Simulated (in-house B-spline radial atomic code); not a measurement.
# Ag⁵⁺: binding energies from hole states

Aim: the cost of two holes at once in Ag⁵⁺, against the sum of the two single holes.

Program: in-house B-spline radial atomic code version 1. Level of theory: Dirac-Hartree-Fock, average of configuration, Fermi nucleus, basis-set limit. These are calculated values, not measurements, unless marked.

### 1 The system

| Item | Value |
| --- | --- |
| element | silver (Z = 47) |
| charge | +5 |
| electrons | 42 |
| configuration | [Kr] 4d6 |
| Hamiltonian | Dirac-Coulomb |
| nucleus | Fermi, rms radius 4.545 fm |

The outer shells:

[Kr] 4d6
```
[Kr] core
4d [↑↓][↑ ][↑ ][↑ ][↑ ]
```

The boxes draw the filling by Hund's rule, which heavy ions in jj coupling don't follow; these runs average over all states of the configuration.

Input settings:

```ini
Z = 47
electrons = 42.0
configuration = [Kr] 4d6
hamiltonian = dirac
method = hf
spin_polarised = False
nucleus = fermi
rms_radius = 4.5454
mass_number = 107
atomic_mass = 106.905091509
speed_of_light = 137.035999084
```

This reference run was done before. Its total energy is -5308.113989 hartree, and its levels are (the highest eight at most):

| orbital | occupation | energy (eV) | <r> (bohr) |
| --- | --- | --- | --- |
| 3p3/2 | 4 | -677.72 | 0.3688 |
| 3d3/2 | 4 | -476.86 | 0.3426 |
| 3d5/2 | 6 | -470.49 | 0.3460 |
| 4s1/2 | 2 | -191.25 | 0.8991 |
| 4p1/2 | 2 | -151.55 | 0.9526 |
| 4p3/2 | 4 | -145.88 | 0.9770 |
| 4d3/2 | 2.4 | -86.459 | 1.150 |
| 4d5/2 | 3.6 | -85.682 | 1.160 |

Single holes known from earlier runs (ΔSCF): 1s 25684.6 eV, 2s 3913.98 eV, 2p3/2 3450.83 eV, 3s 813.81 eV, 3p3/2 667.20 eV, 4s 189.14 eV, 4p1/2 149.65 eV, 4d 84.779 eV.

### 2 The 2s and 3s holes

Input settings:

```ini
Z = 47
electrons = 40.0
configuration = 1s2 2s1 2p6 3s1 3p6 3d10 4s2 4p6 4d6
hamiltonian = dirac
method = hf
spin_polarised = False
nucleus = fermi
rms_radius = 4.5454
mass_number = 107
atomic_mass = 106.905091509
speed_of_light = 137.035999084
```

### 3 The 1s and 4p1/2 holes

In configurations, a minus sign after the shell means j = l − 1/2 and a plus sign j = l + 1/2; the count of electrons follows.

The settings differ from step 2 so:

```diff
@@ -2,3 +2,3 @@
 electrons = 40.0
-configuration = 1s2 2s1 2p6 3s1 3p6 3d10 4s2 4p6 4d6
+configuration = 1s1 2s2 2p6 3s2 3p6 3d10 4s2 4p-1 4p+4 4d6
 hamiltonian = dirac
```

### 4 The 3s and 4s holes

The settings differ from step 3 so:

```diff
@@ -2,3 +2,3 @@
 electrons = 40.0
-configuration = 1s1 2s2 2p6 3s2 3p6 3d10 4s2 4p-1 4p+4 4d6
+configuration = 1s2 2s2 2p6 3s1 3p6 3d10 4s1 4p6 4d6
 hamiltonian = dirac
```

### 5 The 2p3/2 and 4d holes

The settings differ from step 4 so:

```diff
@@ -2,3 +2,3 @@
 electrons = 40.0
-configuration = 1s2 2s2 2p6 3s1 3p6 3d10 4s1 4p6 4d6
+configuration = 1s2 2s2 2p-2 2p+3 3s2 3p6 3d10 4s2 4p6 4d5
 hamiltonian = dirac
```

### 6 The 3s and 4p1/2 holes

The settings differ from step 5 so:

```diff
@@ -2,3 +2,3 @@
 electrons = 40.0
-configuration = 1s2 2s2 2p-2 2p+3 3s2 3p6 3d10 4s2 4p6 4d5
+configuration = 1s2 2s2 2p6 3s1 3p6 3d10 4s2 4p-1 4p+4 4d6
 hamiltonian = dirac
```

### 7 The 3p3/2 and 4p1/2 holes

The settings differ from step 6 so:

```diff
@@ -2,3 +2,3 @@
 electrons = 40.0
-configuration = 1s2 2s2 2p6 3s1 3p6 3d10 4s2 4p-1 4p+4 4d6
+configuration = 1s2 2s2 2p6 3s2 3p-2 3p+3 3d10 4s2 4p-1 4p+4 4d6
 hamiltonian = dirac
```

### 8 The 4s and 4d holes

The settings differ from step 7 so:

```diff
@@ -2,3 +2,3 @@
 electrons = 40.0
-configuration = 1s2 2s2 2p6 3s2 3p-2 3p+3 3d10 4s2 4p-1 4p+4 4d6
+configuration = 1s2 2s2 2p6 3s2 3p6 3d10 4s1 4p6 4d5
 hamiltonian = dirac
```

Q: What does each hole state cost in eV, and how does that compare with the orbital energies or single holes?

As calculated:

| two holes | ΔSCF (eV) | less the two single holes (eV) |
| --- | --- | --- |
| 2s and 3s | 4777.18 | 49.39 |
| 1s and 4p1/2 | 25861.9 | 27.67 |
| 3s and 4s | 1027.42 | 24.48 |
| 2p3/2 and 4d | 3558.84 | 23.23 |
| 3s and 4p1/2 | 988.63 | 25.17 |
| 3p3/2 and 4p1/2 | 842.16 | 25.31 |
| 4s and 4d | 293.83 | 19.92 |

Two holes cost more than the sum of each, because the second electron leaves a more charged ion. The excess runs from 19.9 eV (4s and 4d) to 49.4 eV (2s and 3s); it tends to be largest where both holes are compact. Two partly filled shells share a symmetry and can mix in the average, which may lower the energy, in these hole states: 2s and 3s; 3s and 4s. Values are for the free ion, measured from the vacuum level.
